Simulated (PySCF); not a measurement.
# Ru(26+), Ru(27+), Ru(28+): ionisation energies in even-tempered 18s12p5d4f

Aim: the ionisation energy of ruthenium from differences of total energies, at each level of theory, and how far each lands from the tabulated value where there is one.

Method: unrestricted determinants in a Gaussian basis, no spin-orbit coupling in the energies. Code: PySCF 2.14.0.

**1. The atom as given**

```
Element                                   : ruthenium (Z = 44)
Basis                                     : an even-tempered Gaussian basis (18 s from 3.4 bohr⁻², ratio 2.5; 12 p from 4.4 bohr⁻², ratio 2.5; 5 d from 21 bohr⁻², ratio 2.7; 4 f from 32 bohr⁻², ratio 2.7)
Hamiltonian                               : scalar relativity by spin-free X2C-1e
State 1                                   : Ru(26+): [Ar], closed-shell 1S
State 2                                   : Ru(27+): [Ne] 3s2 3p5, 2P determinant
State 3                                   : Ru(28+): [Ne] 3s2 3p4, high-spin 3P determinant
Methods                                   : CCSD(T)
Core shells frozen in the correlated runs : outer shells: 1s2 (for Ru(26+))
```

Outer shells as boxes (Hund's rule):

Ru26+ [Ar]
```
[Ne] core
3s [↑↓]
3p [↑↓][↑↓][↑↓]
```

Ru27+ [Ne] 3s2 3p5
```
[Ne] core
3s [↑↓]
3p [↑↓][↑↓][↑ ]
```

Ru28+ [Ne] 3s2 3p4
```
[Ne] core
3s [↑↓]
3p [↑↓][↑ ][↑ ]
```

One driver process ran all states and methods and kept the integrals in memory. Each run is shown as a PySCF script that sums up its settings (the driver passes frozen orbitals as a list and adds second-order terms of double hybrids); the logs are those of the runs themselves. The driver starts from symmetry-adapted Hartree-Fock orbitals, holds the occupation by maximum overlap and uses a logarithmic radial grid for functionals, so a plain start would take other cycles.

The integrals over 107 functions and the set-up took 0.2 s of CPU time.

**2. Ru(26+), at CCSD(T) (outer shells)**

Level: CCSD(T) (outer shells).

Contents of input.py:

```python
from pyscf import gto, scf, dft, mp, cc
mol = gto.M(atom="Ru 0 0 0", charge=26, spin=0, symmetry="D2h",
            basis=gto.etbs([(0, 18, 3.4, 2.5), (1, 12, 4.4, 2.5), (2, 5, 21, 2.7), (3, 4, 32, 2.7)]),
            nucmod="G")
mf = scf.UHF(mol).sfx2c1e()
mf.irrep_nelec = {'Ag': (3, 3), 'B1u': (2, 2), 'B2u': (2, 2), 'B3u': (2, 2)}
mf.kernel()
mycc = cc.CCSD(mf, frozen=1).run()
mycc.ccsd_t()
```

The log of the run:

```text
CC2 = 0
CCSD nocc = 8, nmo = 85
frozen orbitals [0, 86, 87, 88, 89, 90, 91, 92, 93, 94, 95, 96, 97, 98, 99, 100, 101, 102, 103, 104, 105, 106]
max_cycle = 100
direct = 0
conv_tol = 1e-08
conv_tol_normt = 1e-06
diis_space = 8
diis_start_cycle = 0
Init t2, MP2 energy = -4084.83639482413  E_corr(MP2) -0.633059261368343
Init E_corr(CCSD) = -0.63305926136834
cycle = 1  E_corr(CCSD) = -0.641454353032586  dE = -0.00839509166  norm(t1,t2) = 0.00593414
cycle = 2  E_corr(CCSD) = -0.643253569676148  dE = -0.00179921664  norm(t1,t2) = 0.00106995
cycle = 3  E_corr(CCSD) = -0.643536465879049  dE = -0.000282896203  norm(t1,t2) = 0.000199701
cycle = 4  E_corr(CCSD) = -0.643533575018343  dE = 2.89086071e-06  norm(t1,t2) = 6.93381e-06
cycle = 5  E_corr(CCSD) = -0.643532799340676  dE = 7.75677667e-07  norm(t1,t2) = 2.82179e-07
cycle = 6  E_corr(CCSD) = -0.643532804226802  dE = -4.88612617e-09  norm(t1,t2) = 2.54327e-08
CCSD converged
E(CCSD) = -4084.846868366984  E_corr = -0.6435328042268021
CCSD(T) correction = -0.00181306891905686
```

It used 5 s of CPU time after the integrals (shared host).

CCSD correlation -0.64353 hartree, triples -0.00181; total -4084.848681. T1 = 0.001, largest double amplitude 0.020.

**3. Ru(27+), at CCSD(T) (outer shells)**

Level: CCSD(T) (outer shells).

Contents of input.py:

```python
from pyscf import gto, scf, dft, mp, cc
mol = gto.M(atom="Ru 0 0 0", charge=27, spin=1, symmetry="D2h",
            basis=gto.etbs([(0, 18, 3.4, 2.5), (1, 12, 4.4, 2.5), (2, 5, 21, 2.7), (3, 4, 32, 2.7)]),
            nucmod="G")
mf = scf.UHF(mol).sfx2c1e()
mf.irrep_nelec = {'Ag': (3, 3), 'B1u': (2, 2), 'B2u': (2, 2), 'B3u': (2, 1)}
mf.kernel()
mycc = cc.CCSD(mf, frozen=1).run()
mycc.ccsd_t()
```

The log of the run:

```text
CC2 = 0
CCSD nocc = (np.int64(8), np.int64(7)), nmo = (85, 85)
frozen orbitals [[0, 86, 87, 88, 89, 90, 91, 92, 93, 94, 95, 96, 97, 98, 99, 100, 101, 102, 103, 104, 105, 106], [0, 86, 87, 88, 89, 90, 91, 92, 93, 94, 95, 96, 97, 98, 99, 100, 101, 102, 103, 104, 105, 106]]
max_cycle = 100
direct = 0
conv_tol = 1e-08
conv_tol_normt = 1e-06
diis_space = 8
diis_start_cycle = 0
Init t2, MP2 energy = -0.596471304032673
Init E_corr(UCCSD) = -0.596471304035048
cycle = 1  E_corr(UCCSD) = -0.608409813920114  dE = -0.0119385099  norm(t1,t2) = 0.0101877
cycle = 2  E_corr(UCCSD) = -0.610934274850318  dE = -0.00252446093  norm(t1,t2) = 0.00221051
cycle = 3  E_corr(UCCSD) = -0.611525683776204  dE = -0.000591408926  norm(t1,t2) = 0.000536521
cycle = 4  E_corr(UCCSD) = -0.611516429998567  dE = 9.25377764e-06  norm(t1,t2) = 3.15833e-05
cycle = 5  E_corr(UCCSD) = -0.611516024550481  dE = 4.05448086e-07  norm(t1,t2) = 2.12027e-06
cycle = 6  E_corr(UCCSD) = -0.61151616227701  dE = -1.3772653e-07  norm(t1,t2) = 2.42382e-07
cycle = 7  E_corr(UCCSD) = -0.611516159080281  dE = 3.19672899e-09  norm(t1,t2) = 1.83308e-08
UCCSD converged
E(UCCSD) = -4031.259745273396  E_corr = -0.6115161590802815
UCCSD(T) correction = -0.0017894547712658
```

It used 30 s of CPU time after the integrals (shared host).

CCSD correlation -0.61152 hartree, triples -0.00179; total -4031.261535. T1 = 0.001, largest double amplitude 0.026.

Spin-orbit coupling, absent here, splits the open shell strongly.

**4. Ru(28+), at CCSD(T) (outer shells)**

Level: CCSD(T) (outer shells).

Contents of input.py:

```python
from pyscf import gto, scf, dft, mp, cc
mol = gto.M(atom="Ru 0 0 0", charge=28, spin=2, symmetry="D2h",
            basis=gto.etbs([(0, 18, 3.4, 2.5), (1, 12, 4.4, 2.5), (2, 5, 21, 2.7), (3, 4, 32, 2.7)]),
            nucmod="G")
mf = scf.UHF(mol).sfx2c1e()
mf.irrep_nelec = {'Ag': (3, 3), 'B1u': (2, 1), 'B2u': (2, 2), 'B3u': (2, 1)}
mf.kernel()
mycc = cc.CCSD(mf, frozen=1).run()
mycc.ccsd_t()
```

The log of the run:

```text
CC2 = 0
CCSD nocc = (np.int64(8), np.int64(6)), nmo = (85, 85)
frozen orbitals [[0, 86, 87, 88, 89, 90, 91, 92, 93, 94, 95, 96, 97, 98, 99, 100, 101, 102, 103, 104, 105, 106], [0, 86, 87, 88, 89, 90, 91, 92, 93, 94, 95, 96, 97, 98, 99, 100, 101, 102, 103, 104, 105, 106]]
max_cycle = 100
direct = 0
conv_tol = 1e-08
conv_tol_normt = 1e-06
diis_space = 8
diis_start_cycle = 0
Init t2, MP2 energy = -0.558261082584027
Init E_corr(UCCSD) = -0.558261082584786
cycle = 1  E_corr(UCCSD) = -0.572198942733521  dE = -0.0139378601  norm(t1,t2) = 0.011937
cycle = 2  E_corr(UCCSD) = -0.575196418027358  dE = -0.00299747529  norm(t1,t2) = 0.00277235
cycle = 3  E_corr(UCCSD) = -0.576008897516555  dE = -0.000812479489  norm(t1,t2) = 0.000699501
cycle = 4  E_corr(UCCSD) = -0.575998814461526  dE = 1.0083055e-05  norm(t1,t2) = 3.75901e-05
cycle = 5  E_corr(UCCSD) = -0.575998767413415  dE = 4.70481109e-08  norm(t1,t2) = 2.24063e-06
cycle = 6  E_corr(UCCSD) = -0.575998858878276  dE = -9.14648607e-08  norm(t1,t2) = 2.09806e-07
cycle = 7  E_corr(UCCSD) = -0.575998854701663  dE = 4.17661328e-09  norm(t1,t2) = 2.13462e-08
UCCSD converged
E(UCCSD) = -3975.446952665364  E_corr = -0.5759988547016629
UCCSD(T) correction = -0.00171203960035845
```

CPU time 26 s on a shared host, the integrals not counted.

CCSD correlation -0.57600 hartree, triples -0.00171; total -3975.448665. T1 = 0.001, largest double amplitude 0.025.

Spin-orbit coupling is strong in this species (close to jj coupling), so the high-spin LS determinant is a model state, not a physical level.

**5. The energy differences**

Ionisation energy: Ru(26+) [Ar] (1S) → Ru(27+) [Ne] 3s2 3p5 (2P).

```
                method  value (eV)  less the reference (eV)
                   UHF      1457.3                     +1.0
    MP2 (outer shells)      1458.3                     +2.0
SCS-MP2 (outer shells)      1458.1                     +1.8
   CCSD (outer shells)      1458.2                     +1.8
CCSD(T) (outer shells)      1458.2                     +1.8
```

Reference: 1447 ± 4 eV (semi-empirical (NIST evaluation); NIST Atomic Spectra Database, ionization energies). A first-order spin-orbit estimate (lowest level to lowest level, LS coupling) adds -9.351 eV; the last energy column includes it. For this ion Breit and QED terms and the two-electron picture change, all absent here, are large against electron correlation.

Ionisation energy: Ru(27+) [Ne] 3s2 3p5 (2P) → Ru(28+) [Ne] 3s2 3p4 (3P).

| method | value (eV) | less the reference (eV) |
| --- | --- | --- |
| UHF | 1517.8 | +11.1 |
| MP2 (outer shells) | 1518.8 | +12.1 |
| SCS-MP2 (outer shells) | 1518.7 | +12.0 |
| CCSD (outer shells) | 1518.7 | +12.0 |
| CCSD(T) (outer shells) | 1518.7 | +12.0 |

Reference: 1506.7 ± 1.6 eV (semi-empirical (NIST evaluation); NIST Atomic Spectra Database, ionization energies). Spin-orbit coupling is strong in these open shells (close to jj coupling). The scalar numbers leave it out, so it can dominate the gap to the real levels. For this ion Breit and QED terms and the two-electron picture change, all absent here, are large against electron correlation.

The runs at UHF, MP2 (outer shells) are not shown; their differences are listed all the same.

**6. What came out**

```
                  quantity                                                                 value
ionisation energy, Ru(26+)      UHF 1457.3, CCSD(T) (outer shells) 1458.2 eV; reference 1447 ± 4
ionisation energy, Ru(27+)  UHF 1517.8, CCSD(T) (outer shells) 1518.7 eV; reference 1506.7 ± 1.6
```

Each level's miss (mean over 2 differences):

```
                method  mean absolute miss against CCSD(T) (outer shells) (eV)
                   UHF                                                   0.920
    MP2 (outer shells)                                                   0.097
SCS-MP2 (outer shells)                                                   0.021
   CCSD (outer shells)                                                   0.001
CCSD(T) (outer shells)                                                   0.000
```

What this shows: For the first difference the methods span 0.996 eV, from UHF (1457.3) to MP2 (outer shells) (1458.3). The reference is uncertain or not like for like (spin-orbit coupling or other relativistic terms), so no ranking of close methods is drawn. All values hold for this basis alone; no basis-set limit was taken.
